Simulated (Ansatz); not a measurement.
Crystal: CsLiCr2Te2S3.

```
Cs Li Cr Te S
1.0
     3.60358    0.00000    0.00000
    -1.80179    3.12079    0.00000
     0.00000    0.00000   19.06651
Cs Li Cr Te S
1 1 2 2 3
Direct
  0.00000 0.00000 0.37399
  0.66667 0.33333 0.01607
  0.00000 0.00000 0.86637
  0.33333 0.66667 0.16833
  0.33333 0.66667 0.53891
  0.66667 0.33333 0.77276
  0.00000 0.00000 0.10030
  0.33333 0.66667 0.92920
  0.66667 0.33333 0.23408
```

The cell was built by a generator and needn't be a form met in nature.

Base run:

- Program: Ansatz 0.2.0
- Functional: PBE
- Potentials or basis: Ansatz PAW
- Cutoff: 420 eV (not typed: the program's choice for these potentials)
- k mesh: 9 × 9 × 2
- Occupations: fermi-dirac, width 0.05 eV
- Spin: collinear spin, ferromagnetic start
- Starting moments: [0.0, 0.0, 3.0, 3.0, 0.0, 0.0, 0.0, 0.0, 0.0] μB
- Hubbard terms: Cr d U = 6 eV

Its results: band gap on the k mesh none (metal or under the smearing width); pressure 4.0 GPa; net moment 6.12 μB per cell; site moments Cs -0.01; Li -0.02; Cr +3.36, +3.20; Te -0.02, -0.26; S -0.24, -0.23 μB; largest force 1.104 eV/Å.

**Question.** The run is repeated on the same cell with these changes: hubbard terms from Cr d U = 6 eV to Cr d U = 8 eV. What comes out?

**Answer.** Band gap on the k mesh none (metal or under the smearing width); pressure 5.4 GPa; net moment 6.15 μB per cell; site moments Cs -0.01; Li -0.03; Cr +3.52, +3.37; Te -0.03, -0.30; S -0.31, -0.29 μB; largest force 1.415 eV/Å.

Caveats: the magnetic or orbital state may not be the lowest; only a ferromagnetic start was run, and an antiferromagnetic order may lie lower in energy; forces of over 1 eV/Å show positions far from the minimum, so gaps and moduli don't describe the material at rest; the density of states is complete only up to the lowest level of the last band computed.
